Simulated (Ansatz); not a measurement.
# F2GeH5NSi: one species, many methods

Aim: compute F2GeH5NSi with functionals from several rungs and with coupled cluster, and see how far each lands from CCSD(T) at the basis-set limit for the atomisation energy.

Method: functionals in def2-TZVPP, the program's frozen cores in correlated methods; program: Ansatz 0.2.0, Gaussian basis.

The runs, in order: PBE-D4, r2SCAN-D4, PBE0-D4, B3LYP-D4, ωB97X-V, ωB97M-V, B2PLYP; CCSD(T)/def2-TZVPP; MP2/def2-QZVPP; extrapolation to the limit.

**1. The geometry**

All runs share one geometry, relaxed beforehand with PBE0-D4 in a triple-zeta def2 set.

SMILES `F[SiH](F)[NH][GeH3]`, 10 atoms, charge 0, spin multiplicity 1.

Atoms are counted from 1 here; the program's logs count them from 0.

Bond lengths: F1–Si2 1.590 Å, Si2–F3 1.589 Å, Si2–N4 1.684 Å, Si2–H6 1.472 Å, N4–Ge5 1.852 Å, N4–H7 1.009 Å, Ge5–H8 1.537 Å, Ge5–H9 1.537 Å, Ge5–H10 1.531 Å. Angles: F1–Si2–F3 103.9°, F1–Si2–N4 113.0°, F1–Si2–H6 108.0°, F3–Si2–N4 109.7°, F3–Si2–H6 110.3°, N4–Si2–H6 111.6°, Si2–N4–Ge5 128.2°, Si2–N4–H7 116.4°, Ge5–N4–H7 115.2°, N4–Ge5–H8 109.3°, N4–Ge5–H9 109.0°, N4–Ge5–H10 106.3°, H8–Ge5–H9 109.7°, H8–Ge5–H10 111.2°, H9–Ge5–H10 111.3°.

**2. PBE-D4 (GGA)**

Input file in.yaml:

```yaml
crystal:
  periodic: [false, false, false]
  atoms:
    - {symbol: F, position_ang: [-1.023272, 0.671775, 2.154345]}
    - {symbol: Si, position_ang: [-0.701820, 1.227477, 0.699301]}
    - {symbol: F, position_ang: [0.673827, 2.001582, 0.880526]}
    - {symbol: N, position_ang: [-0.520213, 0.006788, -0.446421]}
    - {symbol: Ge, position_ang: [0.846759, -1.233786, -0.589706]}
    - {symbol: H, position_ang: [-1.770795, 2.167340, 0.324729]}
    - {symbol: H, position_ang: [-1.285162, -0.120351, -1.091860]}
    - {symbol: H, position_ang: [1.553279, -1.055496, -1.943098]}
    - {symbol: H, position_ang: [0.251621, -2.648236, -0.499638]}
    - {symbol: H, position_ang: [1.801077, -0.956492, 0.575021]}
basis:
  gaussian: {orbitals: def2-TZVPP}
hamiltonian: {xc: pbe, dispersion: d4}
output: {forces: true, orbitals: {seedname: orbitals}}
```

On the command line:

```sh
> ansatz run in.yaml --threads 4 --pin off --events-out ev --progress --plain --max-ram 10444MiB
```

Further steps of the session: r2SCAN-D4 (meta-GGA); PBE0-D4 (hybrid); B3LYP-D4 (hybrid); ωB97X-V (range-separated); ωB97M-V (range-separated); B2PLYP (double hybrid); CCSD(T) in def2-TZVPP; MP2 in def2-QZVPP.

**Question.** What will the summary of the whole plan be? Wanted: atomisation energy, CCSD(T)/CBS; farthest; mean size of error, hybrid; mean size of error, range-separated; gap, smallest and largest; T1 diagnostic; triples share of the correlation energy.

As calculated:

| quantity | value |
| --- | --- |
| atomisation energy, CCSD(T)/CBS | 3499.6 kJ/mol |
| functionals within 35.0 kJ/mol (1.0 %) | PBE-D4, r2SCAN-D4, ωB97X-V, ωB97M-V |
| farthest | PBE0-D4 (-81.7 kJ/mol) |
| mean size of error, hybrid | 62.8 kJ/mol |
| mean size of error, range-separated | 14.2 kJ/mol |
| gap, smallest and largest | 5.94 eV (PBE-D4), 12.61 eV (ωB97X-V) |
| T1 diagnostic | 0.0115 |
| triples share of the correlation energy | 3.1 % |

In words: PBE-D4 misses by -24.4 kJ/mol. Double hybrids carry the basis error of their MP2 part in triple zeta, and no dispersion term here, so their miss is partly the set-up's. The reference freezes the cores and leaves out relativity and excitations past (T), and its outer-core shells are covered unevenly, so misses under about 35.0 kJ/mol can't be ranked. Hartree-Fock recovers 72 % of the binding; the rest is correlation. The gap grows from 5.9 to 12.6 eV across the functionals, mostly with the share of exact exchange. Correlated methods include outer-core shells of Ge, which these sets cover unevenly.
